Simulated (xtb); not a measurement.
# GFN1-xTB run of SnN3H6 (SMILES [NH2][Sn]([NH2])[NH2])

We compute a structure relaxation of SnN3H6. 

The calculation is run with xtb 6.7.1 later snapshot.

2 further runs of the same task are left out: 2 set aside as unsound or not needed.

## (1) The molecule

SnN3H6 has 10 atoms, charge 0, and is taken as a doublet. SMILES: `[NH2][Sn]([NH2])[NH2]`. Geometry: a GFN2-xTB relaxation, a rough one for these elements and not checked as a minimum. This is one conformer, not always the lowest. The run starts from this shape.

Bond lengths: N1–Sn2 2.193 Å, Sn2–N3 2.148 Å, Sn2–N4 2.145 Å, N1–H5 1.016 Å, N1–H6 1.016 Å, N3–H7 1.011 Å, N3–H8 1.012 Å, N4–H9 1.012 Å, N4–H10 1.012 Å. Some angles: N1–Sn2–N3 99.4°, N1–Sn2–N4 98.8°, N3–Sn2–N4 97.7°, Sn2–N1–H5 106.5°, Sn2–N1–H6 107.0°, Sn2–N3–H7 118.5°, Sn2–N3–H8 117.5°, Sn2–N4–H9 117.2°, Sn2–N4–H10 118.7°, H5–N1–H6 104.5°.

## (2) A geometry optimisation at GFN1-xTB

The input, .CHRG:

```
0
```

The input, .UHF:

```
1
```

The input, mol.xyz:

```xyz
10

N     -1.64043     0.87908    -0.90909
Sn     0.25637    -0.21850    -0.98341
N     -0.15839    -1.73662     0.47906
N      1.42946     1.07052     0.26751
H     -1.47278     1.70574    -0.34223
H     -2.28641     0.31970    -0.35909
H      0.60831    -2.09847     1.03074
H     -0.70404    -2.53589     0.18197
H      1.75597     1.93856    -0.13842
H      2.21193     0.67587     0.77298
```

Run with:

```sh
xtb mol.xyz --gfn 1 -o vtight | tee xtb.out
```

What values should one expect? Wanted: total energy at the end; dipole moment; HOMO energy; LUMO energy; dispersion energy.

Computed results:

At GFN1-xTB:

| quantity | value |
| --- | --- |
| total energy at the end | -15.32628 Eh |
| dipole moment | 3.88 D |
| HOMO energy (partly filled) | -9.80 eV |
| LUMO energy | -5.04 eV |
| dispersion energy | -7.83 kJ/mol |

In words: At the final geometry: Bond lengths: N1–Sn2 2.142 Å, Sn2–N3 2.142 Å, Sn2–N4 2.142 Å, N1–H5 1.005 Å, N1–H6 1.005 Å, N3–H7 1.005 Å, N3–H8 1.005 Å, N4–H9 1.005 Å, N4–H10 1.005 Å. Some angles: N1–Sn2–N3 93.6°, N1–Sn2–N4 93.6°, N3–Sn2–N4 93.6°, Sn2–N1–H5 115.5°, Sn2–N1–H6 116.2°, Sn2–N3–H7 115.5°, Sn2–N3–H8 116.2°, Sn2–N4–H9 115.5°, Sn2–N4–H10 116.2°, H5–N1–H6 108.9°. The optimisation took 61 steps and changed the energy by -0.201 eV.
